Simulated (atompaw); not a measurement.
**Pm: generating and testing a PAW (atompaw) potential**

Task: generate the file, and judge it by its logarithmic derivatives, its ghosts and its cutoff.

Method: atompaw 4.2.0.5, PBE, scalar-relativistic.

### 1 The design

Typed settings, in words:

| Item | Value |
| --- | --- |
| element | promethium (Pm, Z = 61) |
| type | PAW |
| frozen core | [Kr] 4d10 |
| valence charge | 15 |
| reference configuration | 4f5 5s2 5p6 5d0 6s2 6p0 |
| partial waves | 5s (bound): rc 1.60 bohr; 6s (bound): rc 2.95 bohr; 5p (bound): rc 2.30 bohr; 6p (bound, empty): rc 3.00 bohr; 5d (bound, empty): rc 3.00 bohr; 5d channel at 1.55 Ry: rc 3.00 bohr; 4f (bound): rc 1.55 bohr; 4f channel at 1.8 Ry: rc 1.55 bohr |
| local potential | bessel scheme, radius 2.55 bohr |
| core correction | smooth core density matched at 2.25 bohr |
| augmentation charge | sinc compensation charge, radius 2.95 bohr; PAW radius 3.00 bohr; waves and projectors: custom rrkj vanderbiltortho |

The nodes and maxima of the atom's own shells, from an earlier all-electron run, set the scale for the radii.

All-electron outer shells of the reference configuration (PBE, scalar-relativistic, ld1.x):

| shell | level (eV) | outermost node (bohr) | outermost maximum (bohr) |
| --- | --- | --- | --- |
| 4p | -236.70 | 0.31 | 0.58 |
| 4d | -122.76 | 0.29 | 0.60 |
| 5s | -41.87 | 0.70 | 1.29 |
| 5p | -22.67 | 0.75 | 1.46 |
| 6s | -3.54 | 1.74 | 3.72 |
| 4f | -2.15 | – | 0.64 |
| 5d | -1.80 | 0.86 | 2.20 |
| 6p | -1.22 | 2.10 | 5.02 |

### 2 Generation

File Pm.input:

```
Pm 61
GGA-PBE scalarrelativistic loggrid 2001 logderivrange -5 5 251
6 6 5 4 0 0
6 1 0
5 2 0
4 3 5
0 0 0
c
c
c
c
v
v
c
c
c
v
v
c
c
v
v
3
3.00 2.95 2.55 2.25
n
n
y
1.55
n
y
1.8
n
custom rrkj vanderbiltortho sinc
bessel
1.60
2.95
2.30
3.00
3.00
3.00
1.55
1.55
PWSCFOUT
UPFDX 0.0125d0 UPFXMIN -7.d0 UPFZMESH 61.d0
END
```

Launch:

```
atompaw < Pm.input > Pm.log
```

**Question.** What will these runs give? Wanted: cutoffs for 10 and 1 mRy, occupied levels; bound ghosts; largest phase difference near zero energy, channels read; lowest eigenvalue of the overlap; share of valence orbitals outside the PAW sphere; UPF file.

As calculated:

| quantity | value |
| --- | --- |
| cutoffs for 10 and 1 mRy, occupied levels | 55 Ry and 90 Ry |
| bound ghosts | none found |
| largest phase difference near zero energy, channels read | 0.053 rad |
| lowest eigenvalue of the overlap (Bessel basis) | 0.061 (p) |
| share of valence orbitals outside the PAW sphere | 5s 1 %, 6s 83 %, 5p 3 %, 6p 95 %, 5d 49 %, 4f 2 % |
| UPF file | written |

It counts as of middling hardness, with 55 Ry needed at the looser tolerance. The slowest occupied level is 4f: taken alone it needs 70 Ry to come within 1 mRy, against 15 Ry for 5s. It is free of bound ghosts as far as tested. Of the channels read, p scatters worst near zero energy, by up to 0.05 rad.
